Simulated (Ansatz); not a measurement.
# F₂MoOS: how energies converge with the basis set

One table from this session's results is given with a row withheld; the runs are named, their logs left out.

Computed with Ansatz 0.2.0, Gaussian basis. Level: one geometry, several basis sets.

Plan: PBE0-D4/def2-SVP; ωB97M-V/def2-SVP; PBE0-D4/def2-QZVPP; ωB97M-V/def2-QZVPP; the functionals' def2-TZVPP values are taken from earlier runs.

## The geometry

An earlier PBE0-D4 in a triple-zeta def2 set relaxation fixed the geometry. Mo takes the def2 core potential; no spin-orbit term is included.

SMILES `[O]=[Mo]([F])([F])=[S]`, 5 atoms, charge 0, spin multiplicity 1.

Atoms are counted from 1 here; the program's logs count them from 0.

Bond lengths: O1–Mo2 1.659 Å, Mo2–F3 1.833 Å, Mo2–F4 1.833 Å, Mo2–S5 2.095 Å. Angles: O1–Mo2–F3 109.6°, O1–Mo2–F4 109.6°, O1–Mo2–S5 107.2°, F3–Mo2–F4 112.2°, F3–Mo2–S5 109.1°, F4–Mo2–S5 109.1°.

Set-up of the first run:

File in.yaml:

```yaml
crystal:
  periodic: [false, false, false]
  atoms:
    - {symbol: O, position_ang: [0.560746, -0.918429, 1.314010]}
    - {symbol: Mo, position_ang: [-0.051208, -0.051708, 0.038602]}
    - {symbol: F, position_ang: [-1.412022, 1.026221, 0.626082]}
    - {symbol: F, position_ang: [-0.597829, -1.202344, -1.279019]}
    - {symbol: S, position_ang: [1.500322, 1.146261, -0.699676]}
basis:
  gaussian: {orbitals: def2-SVP}
hamiltonian: {xc: pbe0, dispersion: d4}
output: {orbitals: {seedname: orbitals}}
```

Run with:

```bash
$ ansatz run in.yaml --threads 4 --pin off --events-out ev --progress --plain --max-ram 10444MiB
```

Among the steps run: PBE0-D4 in def2-SVP; ωB97M-V in def2-SVP; PBE0-D4 in def2-QZVPP; ωB97M-V in def2-QZVPP.

One table of the session follows, with a row left open; its other results are not shown here.

It belongs to the step «Density functionals: the series». 

```
functional       basis  HOMO (eV)  LUMO (eV)
   PBE0-D4    def2-SVP      -8.53      -3.62
   PBE0-D4  def2-TZVPP          ?          ?
   PBE0-D4  def2-QZVPP      -8.48      -3.56
   ωB97M-V    def2-SVP     -10.59      -1.45
   ωB97M-V  def2-TZVPP     -10.57      -1.42
   ωB97M-V  def2-QZVPP     -10.57      -1.43
```

Estimate the missing values for PBE0-D4, def2-TZVPP.

The run gave: HOMO (eV): -8.48; LUMO (eV): -3.57.
